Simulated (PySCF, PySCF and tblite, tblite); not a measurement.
# C₄H₈F₂Si: a path driven as ring inversion, and NMR exchange, part 2 of 2

PySCF and tblite. Atoms count from 0.

## (10) Shieldings, start: PBE0/pcSseg-1 in methanol

What the job is given:

```
{"job": {"kind": "nmr", "xc": "PBE0", "basis": "pcSseg-1", "solvent": "methanol", "pop": false}, "charge": 0, "multiplicity": 1}
F      0.628730    -1.567952     1.227017
C      0.541116    -1.119786    -0.064968
F      1.019482    -2.161572    -0.814187
C     -0.915169    -0.833337    -0.406720
C     -1.324636     0.440798     0.333459
Si     0.235659     1.542985     0.327113
C      1.386014     0.128242    -0.236834
H     -1.533274    -1.690476    -0.134534
H     -0.973561    -0.694021    -1.487166
H     -2.199498     0.887352    -0.133920
H     -1.605213     0.188366     1.356160
H      0.585815     2.051679     1.651412
H      0.186377     2.603766    -0.680902
H      2.308045     0.023861     0.330808
H      1.655700     0.208084    -1.288650
```

Output:

```text
coarse grid: 13104 points
cycle   1  E = -645.7448122651  dE =  7.875e-01  |g| = 7.337e-01  |ddm| = 3.357e+00
cycle   2  E = -645.6840857940  dE =  6.073e-02  |g| = 9.814e-01  |ddm| = 9.584e-01
cycle   3  E = -645.8413232096  dE = -1.572e-01  |g| = 6.627e-02  |ddm| = 5.518e-01
cycle   4  E = -645.8419821301  dE = -6.589e-04  |g| = 3.519e-02  |ddm| = 6.914e-02
cycle   5  E = -645.8422562872  dE = -2.742e-04  |g| = 3.802e-03  |ddm| = 2.920e-02
cycle   6  E = -645.8422591403  dE = -2.853e-06  |g| = 1.303e-03  |ddm| = 4.206e-03
final grid: 122944 points
cycle   7  E = -645.8966112628  dE = -4.159e-05  |g| = 8.473e-03  |ddm| = 2.876e-02
cycle   8  E = -645.8965979626  dE =  1.330e-05  |g| = 1.194e-02  |ddm| = 1.515e-02
cycle   9  E = -645.8966273946  dE = -2.943e-05  |g| = 7.003e-04  |ddm| = 8.304e-03
cycle  10  E = -645.8966274653  dE = -7.068e-08  |g| = 2.868e-04  |ddm| = 6.320e-04
cycle  11  E = -645.8966274796  dE = -1.431e-08  |g| = 4.363e-05  |ddm| = 2.001e-04
cycle  12  E = -645.8966274800  dE = -3.527e-10  |g| = 1.224e-05  |ddm| = 4.420e-05
converged SCF energy = -645.8966274800

GIAO shielding tensors (ppm)
atom      isotropic    diamagn.    paramagn.     s11        s22        s33       span
  0 F      289.464     476.883    -187.419    219.087    298.594    350.711    131.625
  1 C       46.954     244.188    -197.234     30.332     53.180     57.350     27.018
  2 F      288.245     473.936    -185.690    169.064    331.723    363.949    194.884
  3 C      148.195     251.176    -102.981    126.201    146.334    172.049     45.848
  4 C      182.293     252.505     -70.212    167.210    180.554    199.114     31.904
  5 Si     383.086     879.211    -496.124    342.755    382.890    423.614     80.859
  6 C      166.473     255.407     -88.933    147.061    152.861    199.498     52.437
  7 H       29.228      29.933      -0.705     24.757     27.762     35.165     10.408
  8 H       29.652      31.165      -1.513     25.555     28.249     35.152      9.597
  9 H       30.493      29.593       0.900     25.682     27.190     38.609     12.927
 10 H       30.473      30.588      -0.115     25.901     27.674     37.844     11.943
 11 H       27.412      28.581      -1.169     24.239     24.667     33.331      9.092
 12 H       27.363      28.523      -1.160     24.202     24.663     33.225      9.023
 13 H       29.986      29.793       0.192     26.167     27.691     36.098      9.931
 14 H       30.096      30.553      -0.457     25.690     27.888     36.711     11.021
```

It took 13 s on 1 thread of AMD EPYC 9R14, shared host; peak memory 0.9 GiB.

Key values: HOMO -8.47 eV, LUMO 0.88 eV; dipole 2.93 D.

## (11) Single-point energy, saddle of leg 1: PBE0/pcSseg-1 in methanol

What the job is given:

```
{"job": {"kind": "sp", "xc": "PBE0", "basis": "pcSseg-1", "solvent": "methanol", "pop": false}, "charge": 0, "multiplicity": 1}
F      1.054010    -1.831667     0.887137
C      0.578116    -1.115044    -0.182642
F      0.834519    -1.928785    -1.256226
C     -0.937106    -0.917066    -0.017224
C     -1.317949     0.565934    -0.033652
Si     0.245995     1.491058     0.537606
C      1.350068     0.188356    -0.301463
H     -1.212301    -1.363307     0.939784
H     -1.449818    -1.475312    -0.802195
H     -1.575084     0.869947    -1.049320
H     -2.203028     0.732910     0.575470
H      0.408557     1.501155     1.991604
H      0.406360     2.819680    -0.048275
H      2.343095     0.055026     0.121225
H      1.474567     0.407116    -1.361829
```

Output:

```text
coarse grid: 13104 points
cycle   1  E = -645.7347549150  dE =  7.770e-01  |g| = 7.453e-01  |ddm| = 3.367e+00
cycle   2  E = -645.6681695244  dE =  6.659e-02  |g| = 1.008e+00  |ddm| = 9.800e-01
cycle   3  E = -645.8346336020  dE = -1.665e-01  |g| = 6.519e-02  |ddm| = 5.621e-01
cycle   4  E = -645.8352736143  dE = -6.400e-04  |g| = 3.570e-02  |ddm| = 6.887e-02
cycle   5  E = -645.8355578932  dE = -2.843e-04  |g| = 3.930e-03  |ddm| = 2.951e-02
cycle   6  E = -645.8355609304  dE = -3.037e-06  |g| = 1.424e-03  |ddm| = 4.420e-03
final grid: 122944 points
cycle   7  E = -645.8903908744  dE = -3.941e-05  |g| = 8.601e-03  |ddm| = 2.586e-02
cycle   8  E = -645.8903772132  dE =  1.366e-05  |g| = 1.207e-02  |ddm| = 1.524e-02
cycle   9  E = -645.8904075572  dE = -3.034e-05  |g| = 6.924e-04  |ddm| = 8.406e-03
cycle  10  E = -645.8904076246  dE = -6.742e-08  |g| = 2.903e-04  |ddm| = 6.336e-04
cycle  11  E = -645.8904076394  dE = -1.483e-08  |g| = 4.208e-05  |ddm| = 1.971e-04
cycle  12  E = -645.8904076397  dE = -3.263e-10  |g| = 1.233e-05  |ddm| = 4.279e-05
converged SCF energy = -645.8904076397
```

Wall time 6.1 s (1 thread of AMD EPYC 9R14, shared host); peak memory 0.65 GiB.

Key values: HOMO -8.41 eV, LUMO 0.85 eV; dipole 3.10 D.

## (12) Second level: PBE0/pcSseg-1 + D3(BJ), IEF-PCM methanol

What the job is given:

```
{"job": {"smiles": "FC1(F)CC[SiH2]C1", "charge": 0, "mult": 1, "motion": "ring", "what": "5-membered ring", "atoms": [1, 3, 4, 5, 6], "ring": [1, 3, 4, 5, 6], "study": "path", "level": {"kind": "nmr", "xc": "PBE0", "basis": "pcSseg-1", "wide": true, "solvent": "methanol"}, "fields": [200, 250, 500], "first": 3, "seed": 961, "kind": "pathvar"}, "charge": 0, "multiplicity": 1}
F      0.628730    -1.567952     1.227017
C      0.541116    -1.119786    -0.064968
F      1.019482    -2.161572    -0.814187
C     -0.915169    -0.833337    -0.406720
C     -1.324636     0.440798     0.333459
Si     0.235659     1.542985     0.327113
C      1.386014     0.128242    -0.236834
H     -1.533274    -1.690476    -0.134534
H     -0.973561    -0.694021    -1.487166
H     -2.199498     0.887352    -0.133920
H     -1.605213     0.188366     1.356160
H      0.585815     2.051679     1.651412
H      0.186377     2.603766    -0.680902
H      2.308045     0.023861     0.330808
H      1.655700     0.208084    -1.288650
```

Output:

```text
stationary points (kcal/mol above the start)
  n  kind          group   xTB      DFT    lowest mode
  0  minimum      C1       0.00     0.00      73.4
  1  saddle       C1       2.42     3.95     -47.9
  2  minimum      C1       0.00     0.00      73.3

GFN2-xTB energies: T/K, barrier G, reaction G (kcal/mol), k forward, k back (1/s)
 150.00     2.47    -0.00   1.56e+09   1.54e+09
 200.00     2.57    -0.01    1.3e+10   1.29e+10
 250.00     2.68    -0.01   4.75e+10   4.69e+10
 298.15     2.80    -0.01   1.11e+11   1.09e+11
 350.00     2.94    -0.01   2.14e+11   2.12e+11
 400.00     3.08    -0.01   3.46e+11   3.43e+11
 500.00     3.39    -0.01   6.85e+11    6.8e+11

PBE0/pcSseg-1 + D3(BJ) energies: T/K, barrier G, reaction G (kcal/mol), k forward, k back (1/s)
 150.00     4.07    -0.01   7.37e+06   7.24e+06
 200.00     4.16    -0.01   2.35e+08   2.32e+08
 250.00     4.28    -0.01   1.91e+09   1.89e+09
 298.15     4.39    -0.01   7.47e+09   7.39e+09
 350.00     4.53    -0.01   2.15e+10   2.13e+10
 400.00     4.68    -0.01   4.64e+10   4.59e+10
 500.00     4.99    -0.01   1.37e+11   1.36e+11

PBE0/pcSseg-1 + D3(BJ), IEF-PCM methanol energies: T/K, barrier G, reaction G (kcal/mol), k forward, k back (1/s)
 150.00     4.00    -0.01    9.3e+06   9.14e+06
 200.00     4.09    -0.01    2.8e+08   2.76e+08
 250.00     4.21    -0.01   2.19e+09   2.17e+09
 298.15     4.32    -0.01    8.4e+09   8.31e+09
 350.00     4.46    -0.01   2.38e+10   2.36e+10
 400.00     4.61    -0.01   5.06e+10   5.01e+10
 500.00     4.92    -0.01   1.47e+11   1.46e+11
```

Run time: 54 s. Hardware: 1 thread of AMD EPYC 9R14, shared host; peak memory 0.9 GiB. This counts the runs that the step sums up.

Barriers by level (kcal/mol; entropies in cal/(mol K)). Zero-point and thermal terms come from xTB in every row. ΔG‡ leaves symmetry out; the rate counts equivalent paths (a factor of 2); effective ΔG‡, where given, is the barrier that would give that rate by Eyring's equation alone:

```tsv
level	ΔE‡	with zero-point	ΔH‡	ΔS‡	ΔG‡ (298 K)	ΔE of reaction	k at 298 K (1/s)	effective ΔG‡
GFN2-xTB	2.42	2.32	1.84	-3.2	2.80	0.00	1.1e+11	2.39
PBE0/pcSseg-1 + D3(BJ)	4.02	3.92	3.43	-3.2	4.39	0.00	7.5e+09	3.98
PBE0/pcSseg-1 + D3(BJ), IEF-PCM methanol	3.95	3.85	3.36	-3.2	4.32	0.00	8.4e+09	3.91
```

## (13) Outcome

What follows sums up all 2 parts.

| quantity | value |
| --- | --- |
| barrier (PBE0/pcSseg-1 + D3(BJ)) | ΔE‡ 4.0, ΔG‡(298 K) 4.4 kcal/mol |
| barrier (GFN2-xTB) | ΔE‡ 2.4 kcal/mol |
| rate at 298 K | 7.5e+09 s⁻¹ |
| end of the path | the start, renumbered or mirrored |
| coalescence of ¹⁹F F0 | 96 K at 500 MHz |

In words: The barrier is 4.0 kcal/mol at the DFT level (xTB: 2.4); with thermal terms and the count of paths the DFT value gives a rate of 7.5e+09 s⁻¹ at 298 K. An error of 1.4 kcal/mol changes that rate tenfold. The ¹⁹F lines of F0 and its partners, 1377 Hz apart at 500 MHz, merge at 96 K, so by this path alone the exchange at 298 K is fast for them; other paths were not followed.
